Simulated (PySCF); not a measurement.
# C3H7BFN: electronic excitations and core binding energies

Wanted: the electronic excitations and core binding energies of C3H7BFN (`C=C(BN)CF`), by calculation.

The runs use PySCF 2.14.0, with density-fitted response routines of our own; the level of theory stands in each step. All values are computed, except where a source is named. Atoms are numbered from 0 throughout.

## (1) The starting structure

13 atoms, charge 0, multiplicity 1; geometry from: GFN2-xTB.

Bonds of the start (Å): C0–C1 1.33, C1–B2 1.57, B2–N3 1.38, C1–C4 1.51, C4–F5 1.38, C0–H6 1.08, C0–H7 1.08, B2–H8 1.17, N3–H9 1.01, N3–H10 1.01, C4–H11 1.10, C4–H12 1.10.

## (2) TDDFT and polarisability: wB97X-D/def2-SVPD

The job: settings as JSON, then the geometry in Å.

```
{"job": {"kind": "uv", "xc": "wB97X-D", "basis": "def2-SVPD", "nstates": 8, "ntriplets": 3}, "charge": 0, "multiplicity": 1}
C     -1.304440    -1.260384    -0.555835
C     -0.438468    -0.322765    -0.177817
B      1.074027    -0.663215     0.097297
N      1.952896     0.300723     0.542183
C     -0.958344     1.077067     0.029425
F     -0.114217     2.035059    -0.500690
H     -0.994275    -2.283328    -0.682383
H     -2.349167    -1.055320    -0.742801
H      1.460602    -1.758416    -0.061934
H      1.705962     1.269385     0.661344
H      2.927333     0.125487     0.719626
H     -1.932373     1.231197    -0.447363
H     -1.033923     1.304997     1.101219
```

With the program's defaults for keys left out, this is: TDDFT wB97X-D/def2-SVPD, vertical, gas phase, core orbitals frozen in the response.

Command:

```sh
$ OMP_NUM_THREADS=1 python probes_run.py task.json out
```

One launch serves the whole session: the jobs run in the order shown.

**Question.** This job is followed by: delta-SCF UKS SCAN, pcX-2 on the ionised atom, pcseg-1 elsewhere, spin-free X2C. Predict these results of the whole session: lowest singlet (wB97X-D/def2-SVPD); brightest single state of those computed; lowest triplet; C1s binding energies, SCAN/pcX-2; B1s binding energies, SCAN/pcX-2; N1s binding energies, SCAN/pcX-2; F1s binding energies, SCAN/pcX-2.

**Answer**, as computed:

| quantity | value |
| --- | --- |
| lowest singlet (wB97X-D/def2-SVPD) | 6.33 eV (196 nm), f = 0.017 |
| brightest single state of those computed | state 2, 6.59 eV, f = 0.422 |
| lowest triplet | 4.12 eV |
| C1s binding energies, SCAN/pcX-2 | C4 292.93, C0 290.19, C1 290.14 eV |
| B1s binding energies, SCAN/pcX-2 | B2 195.25 eV |
| N1s binding energies, SCAN/pcX-2 | N3 405.09 eV |
| F1s binding energies, SCAN/pcX-2 | F5 692.21 eV |

What this shows: The lowest singlet, at 6.33 eV, is HOMO−1→LUMO 0.85 and is weak; of the 8 states computed, the strongest absorption comes from state 2 at 6.59 eV. The lowest triplet lies 2.21 eV below the lowest singlet (triplets in Tamm-Dancoff, singlets in full TDDFT). C4 (allylic sp3 CH2 bonded to F) binds its C1s electron 2.79 eV more tightly than C1 (fully substituted alkene carbon).
